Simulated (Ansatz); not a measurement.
# H₅NOSi + H₂O: a complex and its separated parts, part 3 of 3

Ansatz 0.2.0, Gaussian basis.

## Step 17: PBE-QIDH/def2-TZVPP

The inputs:

parta/in.yaml

```yaml
crystal:
  periodic: [false, false, false]
  atoms:
    - {symbol: Si, position_ang: [-1.139508, -0.567633, -0.078388]}
    - {symbol: H, position_ang: [-0.751065, -1.730613, -0.920170]}
    - {symbol: H, position_ang: [-2.591068, -0.524756, 0.203421]}
    - {symbol: O, position_ang: [-0.487657, -0.700302, 1.430843]}
    - {symbol: N, position_ang: [-0.670649, 0.796382, -0.987830]}
    - {symbol: H, position_ang: [0.466957, -0.752637, 1.494643]}
    - {symbol: H, position_ang: [0.038346, 0.751146, -1.698331]}
    - {symbol: H, position_ang: [-0.906740, 1.741616, -0.738991]}
basis:
  gaussian: {orbitals: def2-TZVPP}
hamiltonian: {xc: {name: PBE-QIDH}}
```

partb/in.yaml

```yaml
crystal:
  periodic: [false, false, false]
  atoms:
    - {symbol: O, position_ang: [1.941188, 0.381188, 0.810262]}
    - {symbol: H, position_ang: [1.387741, 0.636450, 0.069096]}
    - {symbol: H, position_ang: [2.712554, -0.030840, 0.415344]}
basis:
  gaussian: {orbitals: def2-TZVPP}
hamiltonian: {xc: {name: PBE-QIDH}}
```

Each run has its own folder and the same command.

The run is started by

```bash
> ansatz run in.yaml --threads 4 --pin off --events-out ev --progress --plain --max-ram 9574MiB
```

Output in parta, shortened:

```text
Functional definition: PBE-QIDH
  name "PBE-QIDH"
  cite "Brémond, Sancho-García, Pérez-Jiménez & Adamo, J. Chem. Phys. 141, 031101 (2014) doi:10.1063/1.4890314"
  cite "Perdew, Burke & Ernzerhof, Phys. Rev. Lett. 77, 3865 (1996) doi:10.1103/PhysRevLett.77.3865"
[...]
1016 factors; integrals over basis functions are off by at most 8.9e-4 eV
[...]
mean field -11484.19323037 eV, -422.0363169503 hartree, gradient 4.6e-6 eV, S^2 0.000000; 0 other end points of the search recorded, 0 dependent functions left out
7 core orbitals not correlated: weight in the atoms' cores, before any rotation towards them, 1.000 or more for the frozen orbitals, at most 0.000 for the correlated occupied ones
reference -11484.19324148 eV, -422.0363173588 hartree; 10, 10 occupied and 157, 157 virtual orbitals, 1016 factors
second order -17.83968493 eV of doubles, -0.00000000 eV of singles
Total energy: -11490.13980313 eV, -422.2548494685 hartree
```

Log of partb, shortened:

```text
Functional definition: PBE-QIDH
  name "PBE-QIDH"
  cite "Brémond, Sancho-García, Pérez-Jiménez & Adamo, J. Chem. Phys. 141, 031101 (2014) doi:10.1063/1.4890314"
  cite "Perdew, Burke & Ernzerhof, Phys. Rev. Lett. 77, 3865 (1996) doi:10.1103/PhysRevLett.77.3865"
[...]
361 factors; integrals over basis functions are off by at most 7.6e-4 eV
[...]
mean field -2075.58438325 eV, -76.2763192027 hartree, gradient 2.1e-6 eV, S^2 0.000000; 0 other end points of the search recorded, 0 dependent functions left out
1 core orbitals not correlated: weight in the atoms' cores, before any rotation towards them, 1.000 or more for the frozen orbitals, at most 0.000 for the correlated occupied ones
reference -2075.58438874 eV, -76.2763194045 hartree; 4, 4 occupied and 54, 54 virtual orbitals, 361 factors
second order -7.85889950 eV of doubles, -0.00000000 eV of singles
Total energy: -2078.20402190 eV, -76.3725891477 hartree
```

Wall times: 1.8 s (parta), 0.2 s (partb) on 4 threads of Arm Neoverse V2, shared host.

## Step 18: RPA on PBE/def2-TZVPP

The same edit goes into each in.yaml of step 17 (parta, partb):

```diff
-hamiltonian: {xc: {name: PBE-QIDH}}
+hamiltonian: {xc: pbe}
+correlation: {method: rpa}
```

One command serves all of them, each in its own folder.

The run is started by

```bash
> ansatz run in.yaml --threads 4 --pin off --events-out ev --progress --plain --max-ram 9574MiB
```

Output in parta, shortened:

```text
Functional definition: PBE
  name "PBE"
  cite "Perdew, Burke & Ernzerhof, Phys. Rev. Lett. 77, 3865 (1996) doi:10.1103/PhysRevLett.77.3865"
  parent pbe
[...]
1016 factors; integrals over basis functions are off by at most 8.9e-4 eV
[...]
mean field -11491.81822533 eV, -422.3165303466 hartree, gradient 5.4e-6 eV, S^2 0.000000; 0 other end points of the search recorded, 0 dependent functions left out
7 core orbitals not correlated: weight in the atoms' cores, before any rotation towards them, 1.000 or more for the frozen orbitals, at most 0.000 for the correlated occupied ones
reference -11463.43428045 eV, -421.2734396116 hartree; 10, 10 occupied and 157, 157 virtual orbitals, 1016 factors
Total energy: -11489.47586466 eV, -422.2304501798 hartree
```

Log of partb, shortened:

```text
Functional definition: PBE
  name "PBE"
  cite "Perdew, Burke & Ernzerhof, Phys. Rev. Lett. 77, 3865 (1996) doi:10.1103/PhysRevLett.77.3865"
  parent pbe
[...]
361 factors; integrals over basis functions are off by at most 7.6e-4 eV
[...]
mean field -2078.40752456 eV, -76.3800677325 hartree, gradient 2.3e-6 eV, S^2 0.000000; 0 other end points of the search recorded, 0 dependent functions left out
1 core orbitals not correlated: weight in the atoms' cores, before any rotation towards them, 1.000 or more for the frozen orbitals, at most 0.000 for the correlated occupied ones
reference -2069.53702192 eV, -76.0540827728 hartree; 4, 4 occupied and 54, 54 virtual orbitals, 361 factors
Total energy: -2080.48255859 eV, -76.4563238263 hartree
```

Times: 1.6 s (parta), 0.25 s (partb) on 4 threads of Arm Neoverse V2, shared host.

## Step 19: CCSD(T)/def2-TZVPP

The same edit goes into each in.yaml of step 18 (parta, partb):

```diff
-hamiltonian: {xc: pbe}
-correlation: {method: rpa}
+correlation: {method: ccsd_t}
```

The same command starts each run, in its folder.

The run is started by

```bash
> ansatz run in.yaml --threads 4 --pin off --events-out ev --progress --plain --max-ram 9574MiB
```

Log of parta, shortened:

```text
Functional definition: HF
  name "HF"
  cite "Fock, Z. Phys. 61, 126 (1930) doi:10.1007/BF01340294"
  parent pbe
[...]
1016 factors; integrals over basis functions are off by at most 8.9e-4 eV
[...]
mean field -11464.46822957 eV, -421.3114365409 hartree, gradient 7.0e-6 eV, S^2 0.000000; 0 other end points of the search recorded, 0 dependent functions left out
7 core orbitals not correlated: weight in the atoms' cores, before any rotation towards them, 1.000 or more for the frozen orbitals, at most 0.000 for the correlated occupied ones
reference -11464.46822957 eV, -421.3114365409 hartree; 10, 10 occupied and 157, 157 virtual orbitals, 1016 factors
second order -15.94643946 eV of doubles, -0.00000000 eV of singles
cycle   1  -16.21396485 eV  change   -2.7e-1 eV  update   7.8e-2
[...]
cycle   9  -16.64690569 eV  change   -4.1e-6 eV  update   1.3e-5
perturbative correction -0.56427549 eV, -0.0207367416 hartree
Total energy: -11481.67941074 eV, -421.9439357828 hartree
```

Output in partb, shortened:

```text
Functional definition: HF
  name "HF"
  cite "Fock, Z. Phys. 61, 126 (1930) doi:10.1007/BF01340294"
  parent pbe
[...]
361 factors; integrals over basis functions are off by at most 7.6e-4 eV
[...]
mean field -2069.76245752 eV, -76.0623673785 hartree, gradient 3.6e-6 eV, S^2 0.000000; 0 other end points of the search recorded, 0 dependent functions left out
1 core orbitals not correlated: weight in the atoms' cores, before any rotation towards them, 1.000 or more for the frozen orbitals, at most 0.000 for the correlated occupied ones
reference -2069.76245752 eV, -76.0623673785 hartree; 4, 4 occupied and 54, 54 virtual orbitals, 361 factors
second order -7.10549604 eV of doubles, -0.00000000 eV of singles
cycle   1  -7.11157618 eV  change   -6.1e-3 eV  update   4.1e-2
[...]
cycle   8  -7.26602127 eV  change    3.7e-6 eV  update   7.2e-6
perturbative correction -0.20739496 eV, -0.0076216242 hartree
Total energy: -2077.23587375 eV, -76.3370103594 hartree
```

Times: 14 s (parta), 0.2 s (partb) on 4 threads of Arm Neoverse V2, shared host; peak memory 1.5 GiB.

## Step 20: Vibrations of H₅NOSi

vib-parta/in.yaml

```yaml
crystal:
  periodic: [false, false, false]
  atoms:
    - {symbol: Si, position_ang: [-1.139508, -0.567633, -0.078388]}
    - {symbol: H, position_ang: [-0.751065, -1.730613, -0.920170]}
    - {symbol: H, position_ang: [-2.591068, -0.524756, 0.203421]}
    - {symbol: O, position_ang: [-0.487657, -0.700302, 1.430843]}
    - {symbol: N, position_ang: [-0.670649, 0.796382, -0.987830]}
    - {symbol: H, position_ang: [0.466957, -0.752637, 1.494643]}
    - {symbol: H, position_ang: [0.038346, 0.751146, -1.698331]}
    - {symbol: H, position_ang: [-0.906740, 1.741616, -0.738991]}
basis:
  gaussian: {orbitals: def2-TZVP}
hamiltonian: {xc: pbe0, dispersion: d4}
phonons: {temperatures: {t_min: 298.15, t_max: 900, t_step: 200}}
```

The run is started by

```bash
> ansatz run in.yaml --threads 4 --pin off --events-out ev --progress --plain --max-ram 9574MiB
```

Log, shortened:

```text
Functional definition: PBE0
  name "PBE0"
  cite "Adamo & Barone, J. Chem. Phys. 110, 6158 (1999) doi:10.1063/1.478522"
  cite "Perdew, Burke & Ernzerhof, Phys. Rev. Lett. 77, 3865 (1996) doi:10.1103/PhysRevLett.77.3865"
  parent pbe
[...]
794 factors; their error is unknown
[...]
mean field -11492.69259471 eV, -422.3486628288 hartree, gradient 3.6e-5 eV, S^2 0.000000; 0 other end points of the search recorded, 0 dependent functions left out
[...]
Atom 5 at     0.466957    -0.752637     1.494643 Å, force    -0.000051     0.000435    -0.000297 eV/Å
Atom 6 at     0.038346     0.751146    -1.698331 Å, force     0.001067     0.000037    -0.000694 eV/Å
Atom 7 at    -0.906740     1.741616    -0.738991 Å, force    -0.000498    -0.000128     0.000926 eV/Å
Dipole moment:     0.388495     0.233888    -0.208191 e Å
Vibrations: 116.34 265.35 295.25 354.81 553.01 746.85 820.91 871.21 891.60 921.42 946.16 956.59 1580.16 2216.09 2260.42 3627.02 3725.85 3920.61 cm⁻¹, zero-point energy 1.554120 eV
```

It took 30 s on 4 threads of Arm Neoverse V2, shared host.

Wavenumbers and character of the modes:

```tsv
mode	wavenumber (cm⁻¹)	character
1	116	torsion
2	265	torsion
3	295	torsion
4	355	bend with torsion
5	553	bend with torsion
6	747	bend
7	821	Si–O and Si–N stretch
8	871	bend with Si–N stretch
9	892	bend
10	921	bend with Si–O stretch
11	946	torsion with bend
12	957	bend
13	1580	bend
14	2216	Si–H stretch
15	2260	Si–H stretch
16	3627	N–H stretch
17	3726	N–H stretch
18	3921	O–H stretch
```

Vibrational sums (real modes only):

```tsv
T (K)	entropy (J/mol/K)	heat capacity (J/mol/K)
298	37.8	49.7
498	70.1	76.3
698	98.6	92.3
898	123.3	103.5
```

## Step 21: Vibrations of H₂O

vib-partb/in.yaml

```yaml
crystal:
  periodic: [false, false, false]
  atoms:
    - {symbol: O, position_ang: [1.941188, 0.381188, 0.810262]}
    - {symbol: H, position_ang: [1.387741, 0.636450, 0.069096]}
    - {symbol: H, position_ang: [2.712554, -0.030840, 0.415344]}
basis:
  gaussian: {orbitals: def2-TZVP}
hamiltonian: {xc: pbe0, dispersion: d4}
phonons: {temperatures: {t_min: 298.15, t_max: 900, t_step: 200}}
```

The run is started by

```bash
> ansatz run in.yaml --threads 4 --pin off --events-out ev --progress --plain --max-ram 9574MiB
```

Log, shortened:

```text
Functional definition: PBE0
  name "PBE0"
  cite "Adamo & Barone, J. Chem. Phys. 110, 6158 (1999) doi:10.1063/1.478522"
  cite "Perdew, Burke & Ernzerhof, Phys. Rev. Lett. 77, 3865 (1996) doi:10.1103/PhysRevLett.77.3865"
  parent pbe
[...]
239 factors; their error is unknown
[...]
mean field -2078.33307679 eV, -76.3773318272 hartree, gradient 1.2e-5 eV, S^2 0.000000; 0 other end points of the search recorded, 0 dependent functions left out
[...]
Total energy: -2078.33734648 eV, -76.3774887354 hartree
Atom 0 at     1.941188     0.381188     0.810262 Å, force    -0.001524     0.000860     0.001955 eV/Å
Atom 1 at     1.387741     0.636450     0.069096 Å, force     0.000961    -0.000511    -0.000433 eV/Å
Atom 2 at     2.712554    -0.030840     0.415344 Å, force     0.000563    -0.000349    -0.001522 eV/Å
Dipole moment:     0.080362    -0.057810    -0.418934 e Å
Vibrations: 1622.68 3851.77 3959.62 cm⁻¹, zero-point energy 0.584838 eV
```

It took 0.9 s on 4 threads of Arm Neoverse V2, shared host.

The modes, with what each moves most:

```tsv
mode	wavenumber (cm⁻¹)	character
1	1623	bend
2	3852	O–H stretch
3	3960	O–H stretch
```

Vibrational sums (real modes only):

```tsv
T (K)	entropy (J/mol/K)	heat capacity (J/mol/K)
298	0.0	0.2
498	0.4	1.7
698	1.4	3.9
898	2.6	6.1
```

## Step 22: Complex less separated parts

The complex's own energies come from single points at the same levels.

Rows are in def2-TZVPP; times add the 3 runs of a level on a shared host, so small differences are noise.

Differences are taken before rounding.

```tsv
method	rung	complex less parts (kcal/mol)	from CCSD(T) (kcal/mol)	time
SPW92	LDA	-15.8	-6.8	1.5 s
PBE-D4	GGA	-11.0	-1.9	2.3 s
BLYP-D4	GGA	-10.1	-1.1	2.4 s
r2SCAN-D4	meta-GGA	-10.2	-1.2	5 s
B97M-V	meta-GGA	-9.7	-0.7	9.4 s
PBE0-D4	hybrid	-10.0	-1.0	3.2 s
B3LYP-D4	hybrid	-9.7	-0.7	3 s
r2SCAN0-D4	hybrid	-9.7	-0.7	5.5 s
BHLYP-D4	hybrid	-9.1	-0.1	2.9 s
CAM-B3LYP-D4	range-separated hybrid	-10.0	-1.0	3.3 s
wB97X-V	range-separated hybrid	-9.2	-0.2	8.3 s
wB97M-V	range-separated hybrid	-9.5	-0.4	9.7 s
B2PLYP	double hybrid	-8.4	+0.7	5.6 s
PBE-QIDH	double hybrid	-9.0	0.0	5.6 s
RPA on PBE	RPA	-8.2	+0.8	5.7 s
Hartree-Fock	wavefunction	-3.7	+5.4	
MP2	wavefunction	-9.1	-0.1	
CCSD	wavefunction	-8.0	+1.0	
CCSD(T)	wavefunction	-9.0	0	1.7 min
```

Among the levels timed on like hardware and quicker than the yardstick, those that no quicker one beats, quickest first: SPW92 (1.5 s, -6.8 kcal/mol); PBE-D4 (2.3 s, -1.9 kcal/mol); BLYP-D4 (2.4 s, -1.1 kcal/mol); BHLYP-D4 (2.9 s, -0.1 kcal/mol); PBE-QIDH (5.6 s, 0.0 kcal/mol).

PBE-QIDH reaches 0.0 kcal/mol from the reference in 5.6 s, where CCSD(T) took 1.7 min; the quickest level in the cost chart, SPW92, takes 1.5 s and misses by 6.8 kcal/mol.

The complex's zero-point energy, from a separate PBE0-D4 run, is 2.275 eV.

## Step 23: Results

What follows sums up all 3 parts.

| quantity | value |
| --- | --- |
| complex less parts, CCSD(T)/def2-TZVPP | -9.0 kcal/mol |
| with zero-point energy | -5.9 kcal/mol |
| largest T1 diagnostic | 0.011 |

In words: At CCSD(T) the complex lies 9.0 kcal/mol below its parts. PBE-QIDH is the best functional here (0.0 kcal/mol from CCSD(T)); SPW92 is the worst (-6.8 kcal/mol). Mean unsigned error by rung: LDA 6.8, GGA 1.5, meta-GGA 1.0, hybrid 0.6, range-separated hybrid 0.5, double hybrid 0.3 kcal/mol. PBE-D4 gives a relative energy 1.9 kcal/mol too low, outside chemical accuracy (1 kcal/mol). No counterpoise was applied, and triple zeta lacks some correlation, so the CCSD(T) reference has a basis error of its own, and close matches with it are partly luck.
